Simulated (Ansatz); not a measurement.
# BClH₂Te: ionisation energy by level of theory

How much energy removes an electron from BClH₂Te at fixed geometry? The cation is run at each level and the neutral's energy taken from earlier runs.

Program: Ansatz 0.2.0, Gaussian basis. Level of theory: unrestricted cation, the program's frozen cores in correlated methods. These are calculated values, not measurements.

The runs, in order: UKS PBE-D4/def2-TZVPP; UKS r2SCAN-D4/def2-TZVPP; UKS PBE0-D4/def2-TZVPP; UKS B3LYP-D4/def2-TZVPP; UKS wB97X-V/def2-TZVPP; UKS wB97M-V/def2-TZVPP; UKS B2PLYP/def2-TZVPP; UHF-CCSD(T)/def2-TZVPP; UHF-MP2/def2-QZVPP; extrapolation to the limit; then −ε(HOMO) from the neutral's earlier runs with LDA (SPW92), PBE-D4, revPBE-D4, BLYP-D4, r2SCAN-D4, B97M-V, PBE0-D4, B3LYP-D4, r2SCANh-D4, r2SCAN0-D4, HSE06-D4, BHLYP-D4, CAM-B3LYP-D4, LC-ωPBE, ωB97X-V, ωB97M-V.

## 1. The relaxed structure

All runs share one geometry, relaxed beforehand with PBE0-D4 in a triple-zeta def2 set. Te takes the def2 core potential; no spin-orbit term is included.

SMILES `ClB[TeH]`, 5 atoms, charge 0, spin multiplicity 1.

Atoms are counted from 1 here; the program's logs count them from 0.

Bond lengths: Cl1–B2 1.738 Å, B2–Te3 2.120 Å, B2–H4 1.190 Å, Te3–H5 1.658 Å. Angles: Cl1–B2–Te3 124.0°, Cl1–B2–H4 119.1°, Te3–B2–H4 116.9°, B2–Te3–H5 95.1°.

## 2. Cation, UKS PBE-D4/def2-TZVPP

File in.yaml:

```yaml
crystal:
  periodic: [false, false, false]
  atoms:
    - {symbol: Cl, position_ang: [-1.200782, -0.584486, 1.285918]}
    - {symbol: B, position_ang: [-0.532694, -0.355188, -0.302353]}
    - {symbol: Te, position_ang: [1.291505, 0.655782, -0.685277]}
    - {symbol: H, position_ang: [-1.119113, -0.783801, -1.245302]}
    - {symbol: H, position_ang: [1.610884, 0.994094, 0.905613]}
basis:
  gaussian: {orbitals: def2-TZVPP}
total_charge: 1
magnetization: {spin_polarized: true, initial_magnetization: 1}
hamiltonian: {xc: pbe, dispersion: d4}
```

Command:

```console
ansatz run in.yaml --threads 2 --pin off --events-out ev --progress --plain --max-ram 4352MiB
```

After this run come: Cation, UKS r2SCAN-D4/def2-TZVPP; Cation, UKS PBE0-D4/def2-TZVPP; Cation, UKS B3LYP-D4/def2-TZVPP; Cation, UKS wB97X-V/def2-TZVPP; Cation, UKS wB97M-V/def2-TZVPP; Cation, UKS B2PLYP (frozen core)/def2-TZVPP; Cation, UHF-CCSD(T)/def2-TZVPP; Cation, UHF-MP2/def2-QZVPP.

Before running them: what should the planned runs give, taken together? Wanted: ionisation energy, CCSD(T)/CBS; nearest functional by difference; nearest −ε(HOMO); −ε(HOMO) of PBE; T1 of the cation.

As calculated:

| quantity | value |
| --- | --- |
| ionisation energy, CCSD(T)/CBS | 9.39 eV |
| nearest functional by difference | B3LYP-D4 (-0.12 eV) |
| nearest −ε(HOMO) | ωB97X-V (-0.14 eV) |
| −ε(HOMO) of PBE | 6.16 eV |
| T1 of the cation | 0.015 |

By cation minus neutral, the functionals miss by 0.23 eV at most. The PBE orbital energy is 3.2 eV too small: a semilocal HOMO is no ionisation energy. Among orbital estimates ωB97X-V comes nearest. Hartree-Fock falls 1.14 eV short, as the neutral has more correlation energy than the cation. Correlated methods include outer-core shells of Te, which these sets cover unevenly. With outer-core shells in play the reference is unsure by up to some tenths of an eV, so close misses can't be ranked.
